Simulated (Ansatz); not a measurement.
# CH7BGeO: a ladder of functionals and wavefunction methods

Aim: compute CH7BGeO with functionals from several rungs and with coupled cluster. The yardstick is the atomisation energy at the CCSD(T) limit.

Program: Ansatz 0.2.0, Gaussian basis. Level of theory: functionals in def2-TZVPP, the program's frozen cores in correlated methods. These are calculated values, not measurements.

The runs, in order: PBE-D4, r2SCAN-D4, PBE0-D4, B3LYP-D4, ωB97X-V, ωB97M-V, B2PLYP; CCSD(T)/def2-TZVPP; MP2/def2-QZVPP; extrapolation to the limit.

## Step 1: The relaxed structure

The geometry comes from an earlier relaxation with PBE0-D4 in a triple-zeta def2 set; it is a stationary point, not always the lowest conformer.

SMILES `B[O][GeH2][CH3]`, 11 atoms, charge 0, spin multiplicity 1.

Atoms are counted from 1 here; the program's logs count them from 0.

Bond lengths: B1–O2 1.338 Å, B1–H5 1.208 Å, B1–H6 1.202 Å, O2–Ge3 1.805 Å, Ge3–C4 1.941 Å, Ge3–H7 1.537 Å, Ge3–H8 1.537 Å, C4–H9 1.092 Å, C4–H10 1.090 Å, C4–H11 1.090 Å. Angles: O2–B1–H5 121.4°, O2–B1–H6 117.9°, H5–B1–H6 120.7°, B1–O2–Ge3 128.2°, O2–Ge3–C4 110.9°, O2–Ge3–H7 104.5°, O2–Ge3–H8 104.6°, C4–Ge3–H7 112.6°, C4–Ge3–H8 112.6°, H7–Ge3–H8 111.0°, Ge3–C4–H9 108.9°, Ge3–C4–H10 110.7°, Ge3–C4–H11 110.7°, H9–C4–H10 108.8°, H9–C4–H11 108.8°, H10–C4–H11 108.9°.

As a file:

```xyz
11
charge 0, multiplicity 1
B    -0.9138    1.7399    0.5313
O    -0.0768    0.9613    1.2259
Ge    0.7050   -0.5798    0.7051
C     0.1911   -1.0383   -1.1092
H    -1.2466    1.4588   -0.5952
H    -1.3290    2.7350    1.0631
H     2.2120   -0.3135    0.8434
H     0.2336   -1.6192    1.7339
H     0.6818   -1.9720   -1.3915
H     0.4962   -0.2566   -1.8049
H    -0.8881   -1.1726   -1.1815
```

## Step 2: PBE-D4 (GGA)

in.yaml

```yaml
crystal:
  periodic: [false, false, false]
  atoms:
    - {symbol: B, position_ang: [-0.913831, 1.739941, 0.531283]}
    - {symbol: O, position_ang: [-0.076807, 0.961291, 1.225949]}
    - {symbol: Ge, position_ang: [0.704978, -0.579753, 0.705071]}
    - {symbol: C, position_ang: [0.191087, -1.038267, -1.109189]}
    - {symbol: H, position_ang: [-1.246634, 1.458836, -0.595241]}
    - {symbol: H, position_ang: [-1.329004, 2.734970, 1.063091]}
    - {symbol: H, position_ang: [2.211981, -0.313503, 0.843373]}
    - {symbol: H, position_ang: [0.233577, -1.619214, 1.733911]}
    - {symbol: H, position_ang: [0.681844, -1.971970, -1.391457]}
    - {symbol: H, position_ang: [0.496230, -0.256622, -1.804850]}
    - {symbol: H, position_ang: [-0.888119, -1.172607, -1.181539]}
basis:
  gaussian: {orbitals: def2-TZVPP}
hamiltonian: {xc: pbe, dispersion: d4}
output: {forces: true, orbitals: {seedname: orbitals}}
```

Started as:

```sh
$ ansatz run in.yaml --threads 4 --pin off --events-out ev --progress --plain --max-ram 10444MiB
```

After this run come: r2SCAN-D4 (meta-GGA); PBE0-D4 (hybrid); B3LYP-D4 (hybrid); ωB97X-V (range-separated); ωB97M-V (range-separated); B2PLYP (double hybrid); CCSD(T) in def2-TZVPP; MP2 in def2-QZVPP.

**Question.** What will the summary of the whole plan be? Wanted: atomisation energy, CCSD(T)/CBS; farthest; mean size of error, hybrid; mean size of error, range-separated; gap, smallest and largest; T1 diagnostic; triples share of the correlation energy.

As calculated:

| quantity | value |
| --- | --- |
| atomisation energy, CCSD(T)/CBS | 3884.7 kJ/mol |
| functionals within 38.8 kJ/mol (1.0 %) | PBE-D4, r2SCAN-D4, PBE0-D4, B3LYP-D4, ωB97X-V, ωB97M-V, B2PLYP |
| farthest | B2PLYP (-37.0 kJ/mol) |
| mean size of error, hybrid | 16.9 kJ/mol |
| mean size of error, range-separated | 5.9 kJ/mol |
| gap, smallest and largest | 5.27 eV (PBE-D4), 12.28 eV (ωB97X-V) |
| T1 diagnostic | 0.0125 |
| triples share of the correlation energy | 3.5 % |

What this shows: PBE-D4 is off by +16.2 kJ/mol. Double hybrids carry the basis error of their MP2 part in triple zeta, and no dispersion term here, so their miss is partly the set-up's. The reference freezes the cores and leaves out relativity and excitations past (T), and its outer-core shells are covered unevenly, so misses under about 38.8 kJ/mol can't be ranked. Hartree-Fock recovers 76 % of the binding; the rest is correlation. Orbital gaps span 5.3 to 12.3 eV; exact exchange widens them. Correlated methods include outer-core shells of Ge, which these sets cover unevenly.
